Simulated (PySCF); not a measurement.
# C₂H₁₁NSi₂: electronic excitations

Aim: predict the electronic excitations of C₂H₁₁NSi₂ (`N[SiH2]CC[SiH3]`).

The runs use PySCF 2.14.0, with density-fitted response routines of our own; the level of theory stands in each step. All values are computed, except where a source is named. Atoms count from 0, in the outputs and in this text.

### Step 1. The molecule as given

16 atoms, charge 0, multiplicity 1; geometry from: GFN2-xTB.

Bonds of the start (Å): N0–Si1 1.72, Si1–C2 1.90, C2–C3 1.53, C3–Si4 1.90, N0–H5 1.01, N0–H6 1.01, Si1–H7 1.48, Si1–H8 1.46, C2–H9 1.09, C2–H10 1.09, C3–H11 1.09, C3–H12 1.10, Si4–H13 1.47, Si4–H14 1.47, Si4–H15 1.46.

### Step 2. Excited states and response: CAM-B3LYP/def2-SVPD

What the job is given:

```
{"job": {"kind": "uv", "xc": "CAM-B3LYP", "basis": "def2-SVPD", "nstates": 8, "ntriplets": 3}, "charge": 0, "multiplicity": 1}
N     -2.870540    -0.009096    -0.286188
Si    -1.391796     0.323280     0.537331
C     -0.069408    -0.682126    -0.383288
C      1.271356    -0.787521     0.341590
Si     2.251321     0.834037     0.461877
H     -3.110691    -0.962523    -0.504451
H     -3.697730     0.492809    -0.008919
H     -1.371083    -0.049567     1.965204
H     -1.215690     1.770190     0.405053
H      0.089634    -0.249955    -1.372845
H     -0.453895    -1.692279    -0.554923
H      1.103685    -1.184100     1.345711
H      1.895926    -1.526170    -0.171679
H      3.522646     0.552627     1.137961
H      2.529634     1.343282    -0.883777
H      1.509029     1.836055     1.227416
```

Method: TDDFT CAM-B3LYP/def2-SVPD, vertical, gas phase, core orbitals frozen in the response.

The run is started by

```bash
OMP_NUM_THREADS=1 python probes_run.py task.json out
```

One launch serves the whole session: the jobs run in the order shown.

Log:

```text
coarse grid: 13304 points
cycle   1  E = -716.1034404161  dE =  1.407e-01  |g| = 4.478e-01  |ddm| = 4.713e+00
cycle   2  E = -716.1046530402  dE = -1.213e-03  |g| = 4.625e-01  |ddm| = 1.466e+00
cycle   3  E = -716.1526550162  dE = -4.800e-02  |g| = 3.993e-02  |ddm| = 6.546e-01
cycle   4  E = -716.1529928762  dE = -3.379e-04  |g| = 1.974e-02  |ddm| = 1.175e-01
cycle   5  E = -716.1530855047  dE = -9.263e-05  |g| = 4.247e-03  |ddm| = 2.716e-02
cycle   6  E = -716.1530906364  dE = -5.132e-06  |g| = 4.810e-04  |ddm| = 1.095e-02
final grid: 116352 points
cycle   7  E = -716.2478902535  dE = -1.970e-05  |g| = 3.120e-03  |ddm| = 4.784e-02
cycle   8  E = -716.2478901910  dE =  6.248e-08  |g| = 3.294e-03  |ddm| = 7.920e-03
cycle   9  E = -716.2478927521  dE = -2.561e-06  |g| = 1.799e-04  |ddm| = 4.294e-03
cycle  10  E = -716.2478927582  dE = -6.101e-09  |g| = 1.299e-04  |ddm| = 4.984e-04
cycle  11  E = -716.2478927624  dE = -4.138e-09  |g| = 2.315e-05  |ddm| = 2.183e-04
cycle  12  E = -716.2478927625  dE = -1.658e-10  |g| = 4.819e-06  |ddm| = 4.294e-05
converged SCF energy = -716.2478927625

Static polarisability (au): isotropic 85.781, principal 76.789 81.465 99.088

Singlet excitations
state   eV       nm        f      main configurations
  1   6.3682    194.7   0.01666   H->L 0.85, H->L+1 0.08
  2   7.2375    171.3   0.00624   H->L+1 0.57, H->L+3 0.12, H->L+2 0.12
  3   7.6590    161.9   0.01679   H-1->L 0.43, H-1->L+1 0.35
  4   7.8720    157.5   0.01698   H->L+4 0.47, H-1->L+1 0.13
  5   7.8982    157.0   0.01746   H-1->L+1 0.25, H->L+3 0.15, H->L+2 0.12
  6   7.9656    155.6   0.00081   H-1->L 0.29, H->L+3 0.11, H->L+6 0.10
  7   8.1955    151.3   0.02833   H-2->L+1 0.55, H-2->L 0.26
  8   8.4222    147.2   0.01106   H-1->L+2 0.30, H-2->L+1 0.13, H-1->L+3 0.09

Triplet excitations (Tamm-Dancoff, eV): 6.0235 7.0279 7.2821
```

Wall time 47 s (1 thread of Intel Xeon at 2.70GHz, shared host); peak memory 0.9 GiB.

The orbitals next to the gap, with their largest atomic shares:

```
orbital      eV                         atoms
 HOMO−3  -10.78    Si4 26 %, H13 22 %, C2 9 %
 HOMO−2  -10.13    C3 25 %, C2 23 %, Si4 13 %
 HOMO−1   -9.61    C3 22 %, C2 21 %, Si1 13 %
   HOMO   -8.75    N0 58 %, Si1 14 %, H7 10 %
   LUMO    1.06    Si1 28 %, H6 12 %, N0 11 %
 LUMO+1    1.21   Si4 20 %, Si1 16 %, C3 10 %
 LUMO+2    1.60  Si4 42 %, H15 12 %, H14 10 %
```

With each of the 8 states as a Gaussian band of 0.4 eV half-width at 1/e, the curve within the window shown has maxima at 194 nm (ε 680), 155 nm (ε 2,700) L/(mol cm). Beyond the last state computed it falls off for lack of states. The curve at chosen wavelengths:

nm, ε (L/mol/cm) and a bar:
```
      142        477 #####
      145       1055 ###########
      148       1755 ###################
      151       2352 ##########################
      154       2673 ##############################
      156       2694 ##############################
      159       2440 ###########################
      162       1946 #####################
      165       1392 ###############
      168        928 ##########
      171        603 ######
      174        399 ####
      177        288 ##
      179        262 ##
      182        290 ##
      185        387 ###
      188        515 #####
      191        626 ######
      194        676 #######
      197        649 #######
      200        559 #####
      202        478 #####
      205        349 ###
      208        234 ##
      211        145 #
      214         83
```

Further results of this job:

```csv
property,computed
dipole moment (D),1.53
polarisability (Å³),12.71
HOMO–LUMO gap (eV),9.81
−ε(HOMO) (eV),8.75
```

### Step 3. Outcome

| quantity | value |
| --- | --- |
| lowest singlet (CAM-B3LYP/def2-SVPD) | 6.37 eV (195 nm), f = 0.017 |
| brightest single state of those computed | state 7, 8.20 eV, f = 0.028 |
| lowest triplet | 6.02 eV |

**Reading.** The first singlet state (HOMO→LUMO 0.85, HOMO→LUMO+1 0.08) lies at 6.37 eV and is weak; of the 8 states computed, the strongest absorption comes from states 4 to 5 together at 7.90 eV. The lowest triplet lies 0.34 eV below the lowest singlet (triplets in Tamm-Dancoff, singlets in full TDDFT).
